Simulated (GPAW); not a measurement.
CaSi2Sb2 in GPAW: the effect of functional

CaSi2Sb2:

```
CELL_PARAMETERS angstrom
4.99739 0.00000 0.00000
-2.49870 4.32787 0.00000
0.00000 0.00000 5.86169
ATOMIC_POSITIONS crystal
Ca 0.00000 0.00000 0.00000
Si 0.33333 0.66667 0.25648
Si 0.66667 0.33333 0.74352
Sb 0.33333 0.66667 0.72240
Sb 0.66667 0.33333 0.27760
```

The cell was built by a generator and needn't be a form met in nature.

Alike in all runs:

| Item | Value |
| --- | --- |
| Program | GPAW 26.7.0 |
| Task | band structure |
| Cutoff | 600 eV |
| Basis | pw |
| k mesh | 5 × 5 × 4 |
| Occupations | fermi-dirac, width 0.05 eV |
| Spin | no spin polarisation |

```tsv
functional	potentials or basis	pressure (GPa)	largest force (eV/Å)
LDA	the program's PAW data sets (release 1.2.1) made for this functional	?	?
PBE	GPAW PAW data sets (gpaw-data 1.2.1)	-0.1	0.11
PBEsol	PAW data sets generated in the run's folder for this functional	-2.3	0.13
RPBE	the program's PAW data sets (release 1.2.1) made for this functional	1.3	0.10
revPBE	the program's PAW data sets (release 1.2.1) made for this functional	1.0	0.10
```

Problem. What does the run with functional LDA give?

Solution. Pressure -3.5 GPa; largest force 0.16 eV/Å.
